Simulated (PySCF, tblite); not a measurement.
# C₄H₃BFN− (doublet): geometry, infrared bands and EPR parameters

Wanted: the infrared bands and EPR parameters of C₄H₃BFN− (doublet) (`[N-]=[C]B(F)C1=CC1`), by calculation.

The runs use tblite 0.8.0 and PySCF 2.14.0, with density-fitted response routines of our own; the level of theory stands in each step. All values are computed, except where a source is named. Atoms are numbered from 0 throughout.

**1. Starting geometry**

10 atoms, charge -1, multiplicity 2; geometry from: force field or distance geometry start.

Bonds of the start (Å): N0–C1 1.30, C1–B2 1.56, B2–F3 1.43, B2–C4 1.57, C4–C5 1.45, C5–C6 1.40, C6–C4 1.40, C5–H7 1.07, C6–H8 1.11, C6–H9 1.10.

**2. Optimising the geometry with GFN2-xTB**

Job settings and geometry (Å):

```
{"job": {"kind": "relax", "xc": "GFN2-xTB", "basis": "xTB"}, "charge": -1, "multiplicity": 2}
N      3.538600     0.382400     0.124500
C      2.289900     0.631900    -0.120500
B      1.215000    -0.450200     0.209400
F      1.579800    -1.716400     0.760100
C     -0.296000    -0.140700    -0.078800
C     -1.695700    -0.537200    -0.082000
C     -1.296100     0.724900    -0.552400
H     -2.456800    -1.262700     0.136900
H     -1.530200     1.551700     0.145000
H     -1.339500     0.821200    -1.648400
```

On the command line:

```bash
$ OMP_NUM_THREADS=1 python probes_run.py task.json out
```

This one command runs all jobs of the session in turn.

Log:

```text
step      E/eV     max force
  0    -516.68175    8.875
  1    -517.39798   15.870
  2    -518.32610    4.629
  3    -518.59835    3.083
  4    -518.84791    1.095
  5    -518.92548    0.718
  6    -519.00343    1.079
  7    -519.05330    0.986
  8    -519.09675    0.638
  9    -519.12768    0.500
 10    -519.14684    0.844
 11    -519.16560    0.615
 12    -519.18569    0.477
 13    -519.21817    0.722
 14    -519.23093    0.548
 15    -519.23840    0.403
 16    -519.24118    0.158
 17    -519.24379    0.193
 18    -519.24593    0.258
 19    -519.24773    0.150
 20    -519.24976    0.129
 21    -519.25162    0.160
 22    -519.25456    0.209
 23    -519.25722    0.183
 24    -519.25928    0.157
 25    -519.26128    0.162
 26    -519.26436    0.244
 27    -519.26815    0.256
 28    -519.27165    0.219
 29    -519.27429    0.259
 30    -519.27673    0.266
 31    -519.28000    0.236
 32    -519.28327    0.201
 33    -519.28473    0.083
 34    -519.28496    0.174
 35    -519.28502    0.085
 36    -519.28514    0.029
 37    -519.28518    0.036
 38    -519.28523    0.025
 39    -519.28524    0.006
```

Wall time 0.17 s (1 thread of Arm Neoverse V1, shared host).

The steps of the relaxation: (not every step is listed)

| step | energy from step 0 (eV) | largest force (eV/Å) |
| --- | --- | --- |
| 0 | 0.0000 | 8.8750 |
| 1 | -0.7162 | 15.8695 |
| 2 | -1.6444 | 4.6288 |
| 3 | -1.9166 | 3.0829 |
| 4 | -2.1662 | 1.0950 |
| 5 | -2.2437 | 0.7181 |
| 6 | -2.3217 | 1.0794 |
| 7 | -2.3716 | 0.9864 |
| 8 | -2.4150 | 0.6377 |
| 10 | -2.4651 | 0.8443 |
| 12 | -2.5039 | 0.4768 |
| 14 | -2.5492 | 0.5478 |
| 16 | -2.5594 | 0.1584 |
| 18 | -2.5642 | 0.2576 |
| 20 | -2.5680 | 0.1293 |
| 22 | -2.5728 | 0.2092 |
| 24 | -2.5775 | 0.1573 |
| 26 | -2.5826 | 0.2438 |
| 28 | -2.5899 | 0.2185 |
| 30 | -2.5950 | 0.2656 |
| 32 | -2.6015 | 0.2009 |
| 34 | -2.6032 | 0.1744 |
| 35 | -2.6033 | 0.0854 |
| 36 | -2.6034 | 0.0289 |
| 37 | -2.6034 | 0.0364 |
| 38 | -2.6035 | 0.0247 |
| 39 | -2.6035 | 0.0060 |

Distances of close pairs at the start and the end, largest changes first:

| bond | before (Å) | after (Å) | change (Å) |
| --- | --- | --- | --- |
| N0–C1 | 1.297 | 1.168 | -0.129 |
| C4–C5 | 1.455 | 1.343 | -0.112 |
| C4–C6 | 1.405 | 1.516 | +0.111 |
| B2–C4 | 1.569 | 1.486 | -0.083 |
| C5–C6 | 1.405 | 1.478 | +0.073 |
| C1–B2 | 1.561 | 1.499 | -0.062 |
| B2–F3 | 1.428 | 1.414 | -0.014 |
| C6–H8 | 1.107 | 1.095 | -0.012 |

The final coordinates are the input of the step that follows.

**3. Vibrational analysis with GFN2-xTB**

Job settings and geometry (Å):

```
{"job": {"kind": "ir", "xc": "GFN2-xTB", "basis": "xTB"}, "charge": -1, "multiplicity": 2}
N      3.161439     1.008000    -0.173815
C      2.285971     0.262920     0.033236
B      1.141078    -0.670055     0.287446
F      1.446180    -1.936329     0.837263
C     -0.273435    -0.322820    -0.009205
C     -1.593594    -0.563474    -0.054961
C     -1.178806     0.765289    -0.551983
H     -2.437246    -1.191210     0.107848
H     -1.362307     1.666335     0.042591
H     -1.180398     0.985999    -1.624549
```

Log:

```text
mode    cm-1     km/mol
  1      95.6      3.69
  2     107.1      0.73
  3     193.3      8.72
  4     197.9      4.31
  5     244.3     19.98
  6     336.3     16.41
  7     384.8      3.93
  8     462.8      5.82
  9     481.7      3.31
 10     554.7     14.21
 11     890.9     83.70
 12     934.5      3.28
 13     986.1      0.06
 14    1019.8     25.18
 15    1043.3     11.67
 16    1050.2    169.59
 17    1157.7     30.79
 18    1179.3      7.91
 19    1506.2     50.54
 20    1679.0    264.02
 21    2200.2    737.08
 22    2828.0    217.40
 23    2892.6    219.54
 24    3175.9     87.81
```

It took 0.2 s on 1 thread of Arm Neoverse V1, shared host.

The strongest bands and the atoms that carry them (share of the mass-weighted mode):

| cm⁻¹ | km/mol | atoms |
| --- | --- | --- |
| 891 | 83.7 | B2 24 %, H7 22 %, C4 16 % |
| 1050 | 169.6 | B2 65 % |
| 1506 | 50.5 | H8 45 %, H9 45 % |
| 1679 | 264.0 | C4 55 %, C5 26 % |
| 2200 | 737.1 | C1 59 %, N0 40 % |
| 2828 | 217.4 | H9 45 %, H8 45 % |
| 2893 | 219.5 | H8 48 %, H9 48 % |
| 3176 | 87.8 | H7 91 % |

**4. EPR parameters: B3LYP/pcH-1**

Same as in step 3 but for these lines:

```diff
@@ -1,2 +1,2 @@
-{"job": {"kind": "ir", "xc": "GFN2-xTB", "basis": "xTB"}, "charge": -1, "multiplicity": 2}
+{"job": {"kind": "epr", "basis": "pcH-1"}, "charge": -1, "multiplicity": 2}
 N      3.161439     1.008000    -0.173815
```

With the program's defaults for keys left out, this is: UKS B3LYP, pcH-1 on B C F H N, non-relativistic, mean-field spin-orbit, GIAO.

Log:

```text
UKS, coarse grid
  cycle   1  E = -333.61309833  |g| = 4.69e-01
  cycle   2  E = -333.52382656  |g| = 7.20e-01
  cycle   3  E = -333.70152683  |g| = 1.37e-01
  cycle   4  E = -333.70839460  |g| = 6.94e-02
  cycle   5  E = -333.71038818  |g| = 2.00e-02
  cycle   6  E = -333.71057480  |g| = 4.82e-03
  cycle   7  E = -333.71059485  |g| = 3.15e-03
  cycle   8  E = -333.71060695  |g| = 1.70e-03
  cycle   9  E = -333.71061015  |g| = 8.50e-04
UKS, final grid
  cycle   1  E = -333.71060506  |g| = 1.46e-03
  cycle   2  E = -333.71060252  |g| = 2.78e-03
  cycle   3  E = -333.71060609  |g| = 3.51e-04
  cycle   4  E = -333.71060615  |g| = 1.17e-04
  cycle   5  E = -333.71060616  |g| = 8.84e-05
  cycle   6  E = -333.71060617  |g| = 2.95e-05
  cycle   7  E = -333.71060617  |g| = 6.00e-06
E = -333.71060617 Eh   <S^2> = 0.7653 (exact 0.7500)
g shifts (ppm)      1          2          3
  rmc          -146       -146       -146
  gc             -7         31         23
  oz_so          25        453       1618
  total        -128        338       1495
hyperfine (MHz)  atom isotope    a_iso     a_fc   dipolar eigenvalues
    0   14N       5.31       5.31    -10.29     -8.33     18.63
    1   13C     -36.13     -36.13     -5.19     -2.40      7.59
    2   11B      22.24      22.24    -25.76    -24.70     50.46
    3   19F      67.32      67.32   -118.04   -104.77    222.81
    4   13C     -41.79     -41.79     -9.42      1.61      7.81
    5   13C      41.19      41.19    -37.22    -34.47     71.69
    6   13C      -8.46      -8.46     -1.66      0.03      1.63
    7    1H     -33.24     -33.24    -18.04      1.19     16.85
    8    1H       8.45       8.45     -2.68     -0.68      3.36
    9    1H       8.44       8.44     -2.68     -0.68      3.36
```

Wall time 32 s (1 thread of Arm Neoverse V1, shared host); peak memory 0.69 GiB.

Principal g values 2.00219, 2.00266, 2.00381; g(iso) = 2.00289, against 2.00232 for a free electron.

Mean a(iso) over the nuclei that a row names, and the largest dipolar term of the row (other rows stand at the frozen geometry):

| nuclei | isotope | a(iso) (MHz) | a(iso) (G, at g = 2.0023) | largest dipolar term (MHz) |
| --- | --- | --- | --- | --- |
| F3 | 19F | 67.3 | 24.0 | 222.8 |
| C4 | 13C | -41.8 | -14.9 | -9.4 |
| C5 | 13C | 41.2 | 14.7 | 71.7 |
| C1 | 13C | -36.1 | -12.9 | 7.6 |
| H7 | 1H | -33.2 | -11.9 | -18.0 |
| B2 | 11B | 22.2 | 7.9 | 50.5 |
| C6 | 13C | -8.5 | -3.0 | -1.7 |
| H8, H9 | 1H | 8.4 | 3.0 | 3.4 |
| N0 | 14N | 5.3 | 1.9 | 18.6 |

Mulliken spin populations:

| atom | value (e) |
| --- | --- |
| N0 | 0.21 |
| C1 | -0.06 |
| B2 | 0.46 |
| F3 | 0.03 |
| C4 | -0.08 |
| C5 | 0.46 |
| C6 | -0.02 |
| H7 | -0.02 |
| H8 | 0.01 |
| H9 | 0.01 |

In first order the couplings over 0.8 MHz of 19F, 1H, 11B, 14N give 128 distinct lines over 69.5 G, if the averaged nuclei exchange fast.

Orbitals, density, ELF and potential are computed afterwards from the orbital file.

ELF in a plane through or near 8 of the atoms.

Values, 10 rows by 14 columns:
```
0.00 0.00 0.00 0.00 0.00 0.00 0.00 0.00 0.00 0.00 0.00 0.00 0.00 0.00
0.00 0.00 0.00 0.00 0.00 0.00 0.00 0.00 0.00 0.00 0.00 0.00 0.00 0.00
0.00 0.01 0.39 0.51 0.21 0.02 0.00 0.01 0.02 0.02 0.00 0.00 0.00 0.00
0.00 0.32 0.92 0.91 0.64 0.28 0.01 0.22 0.49 0.35 0.06 0.00 0.00 0.00
0.00 0.20 0.73 0.71 0.32 0.60 0.12 0.78 0.47 0.70 0.32 0.01 0.00 0.00
0.00 0.02 0.33 0.62 0.68 0.55 0.88 0.29 0.60 0.76 0.26 0.01 0.00 0.00
0.00 0.00 0.01 0.01 0.20 0.49 0.40 0.55 0.75 0.92 0.98 0.35 0.00 0.00
0.00 0.00 0.00 0.12 0.83 0.64 0.36 0.01 0.11 0.83 0.97 0.25 0.00 0.00
0.00 0.00 0.00 0.01 0.21 0.42 0.19 0.00 0.00 0.02 0.02 0.00 0.00 0.00
0.00 0.00 0.00 0.00 0.00 0.00 0.00 0.00 0.00 0.00 0.00 0.00 0.00 0.00
```
The map spans 11.4 Å across and 9.3 Å up, centred on the molecule. Atoms in the plane (x, y in Å): N0 (-3.1, 1.2), C1 (-2.3, 0.4), B2 (-1.2, -0.7), F3 (-1.6, -2.0), C4 (0.2, -0.4), C5 (1.6, -0.7), C6 (1.3, 0.8), H7 (2.4, -1.4).

log10 of the density (e/Å³) in the same plane.

Ten even steps from ' ' (-4.0) to '@' (1.7):
```
                                                        
                                                        
            ..                                          
      ..::::::::::..        ....::::....                
    ..::--======----::....::::::------::....            
  ..--==++++**++++==--::::----========----::            
  ::--==****####**++==----====++****++==--::..          
  ::--++**##@@%%##**++======++**####**++==--....        
  ::--==++**########**++++++**##%%%%**++==--::..        
  ..--==++++**##@@##********########**++==--::..        
    ::--====++**######****##@@########**++--::..        
    ..::--====++****%%%%####%%####@@##**++==--::        
      ..::::--==++**##************######**==--::..      
        ..::--++**%%%%##++++++++++******++==--::..      
          ..--++**%%@@##++==========++++==--::..        
          ..--==++####**++--::::::--------::..          
            ::--==++++==--::........::::....            
              ::--------::..                            
                                                        
                                                        
```
The map spans 11.4 Å across and 9.3 Å up, centred on the molecule. Atoms in the plane (x, y in Å): N0 (-3.1, 1.2), C1 (-2.3, 0.4), B2 (-1.2, -0.7), F3 (-1.6, -2.0), C4 (0.2, -0.4), C5 (1.6, -0.7), C6 (1.3, 0.8), H7 (2.4, -1.4).

On the surface of density 0.002 e/bohr³ the electrostatic potential runs, from the 1st to the 99th percentile, from -5.30 V near N0 to -2.50 V near H7.

The spin density lies nearest to B2 30 %; C5 26 %; N0 15 %; C1, C4 about 7 % each (both signs).

**5. Outcome**

| quantity | value |
| --- | --- |
| strongest single infrared mode (GFN2-xTB) | 2200 cm⁻¹, 737 km/mol |
| zero-point energy (GFN2-xTB) | 36.6 kcal/mol |
| g(iso) (B3LYP) | 2.00289 |
| ⟨S²⟩ | 0.765 (exact 0.75) |
| largest a(iso) (averaged by class) | 19F on F3, 67.3 MHz |

In words: Relaxing lowered the energy by 2.603 eV in 39 steps; the close pair that moved most is N0–C1, from 1.297 to 1.168 Å. No mode is imaginary among the 24: a minimum at this level. The strongest single mode, at 2200 cm⁻¹, moves mainly C1 and N0. Unscaled tight-binding wavenumbers are off by several per cent, some by more. Its intensities can rank the bands wrongly. The largest spin populations lie on C5 (0.46 e), B2 (0.46 e). The isotropic g lies 0.6 ppt above the free-electron value.
